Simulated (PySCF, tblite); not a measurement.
# C6H8O3Si: geometry, infrared bands and NMR shifts

Wanted: the infrared bands and NMR shifts of C6H8O3Si (`COC(=O)c1coc([SiH3])c1`), by calculation.

Programs: tblite 0.8.0 and PySCF 2.14.0, with density-fitted response routines of our own. Each step states its level of theory. These are calculated values for one molecule in the gas phase, unless marked as measured. Atoms are numbered from 0 throughout.

## Step 1: Starting geometry

18 atoms, charge 0, multiplicity 1; geometry from: force field or distance geometry start.

Bonds of the start (Å): C0–O1 1.44, O1–C2 1.37, C2–O3 1.21, C2–C4 1.46, C4–C5 1.37, C5–O6 1.35, O6–C7 1.37, C7–Si8 1.86, C7–C9 1.38, C9–C4 1.43, C0–H10 1.09, C0–H11 1.09, C0–H12 1.10, C5–H13 1.08, Si8–H14 1.49, Si8–H15 1.49, Si8–H16 1.49, C9–H17 1.09.

## Step 2: Relaxing the molecule with GFN2-xTB

What the job is given:

```
{"job": {"kind": "relax", "xc": "GFN2-xTB", "basis": "xTB"}, "charge": 0, "multiplicity": 1}
C      3.601000     0.443600    -0.666300
O      2.163700     0.365100    -0.620800
C      1.698200    -0.172100     0.555900
O      2.390700    -0.536800     1.474800
C      0.240900    -0.239300     0.573500
C     -0.516900    -0.726600     1.606500
O     -1.834400    -0.656700     1.321800
C     -1.971200    -0.112300     0.072500
Si    -3.694900     0.099600    -0.606300
C     -0.708900     0.152500    -0.420200
H      4.037300    -0.551500    -0.594600
H      3.865100     0.876800    -1.628800
H      3.963100     1.101900     0.137700
H     -0.256100    -1.138600     2.574800
H     -3.621100     0.708700    -1.965200
H     -4.393900    -1.207700    -0.698400
H     -4.487100     1.019300     0.264000
H     -0.484500     0.580500    -1.392500
```

Started as:

```sh
> OMP_NUM_THREADS=1 python probes_run.py task.json out
```

This one command runs all jobs of the session in turn.

**Question.** This job is followed by: GFN2-xTB harmonic vibrations, gas phase; GIAO PBE0/pcSseg-1 NMR shielding, non-relativistic, gas phase. What will the session give for the following? strongest single infrared mode (GFN2-xTB); zero-point energy (GFN2-xTB); 13C shifts against TMS (PBE0/pcSseg-1); 1H shifts against TMS (PBE0/pcSseg-1, means over atoms taken as alike); 17O shifts against H2O (PBE0/pcSseg-1); 29Si shifts against TMS (PBE0/pcSseg-1).

As calculated:

```
                                                              quantity                                        value
                             strongest single infrared mode (GFN2-xTB)                        1747 cm⁻¹, 447 km/mol
                                          zero-point energy (GFN2-xTB)                                77.0 kcal/mol
                                13C shifts against TMS (PBE0/pcSseg-1)  169.7, 161.4, 154.1, 131.5, 126.9, 53.6 ppm
1H shifts against TMS (PBE0/pcSseg-1, means over atoms taken as alike)                   8.53, 7.39, 4.45, 4.06 ppm
                                17O shifts against H2O (PBE0/pcSseg-1)                      416.0, 325.8, 185.2 ppm
                               29Si shifts against TMS (PBE0/pcSseg-1)                                    -86.2 ppm
```

**Reading.** The optimisation took 53 steps and gained 0.110 eV; among the close pairs (by a distance rule), O1–C2 changed most, from 1.375 to 1.343 Å. All 48 modes are real, so the xTB geometry is a minimum. The strongest single mode, at 1747 cm⁻¹, moves mainly C2 and O3. Unscaled tight-binding wavenumbers are off by several per cent, some by more. Its intensities can rank the bands wrongly. At PBE0/pcSseg-1: Shielding is most anisotropic at O3 (span 642 ppm, paramagnetic term -483 ppm). NICS(1)zz of -25 ppm above the planar ring from C4 marks a diatropic (aromatic) ring current.
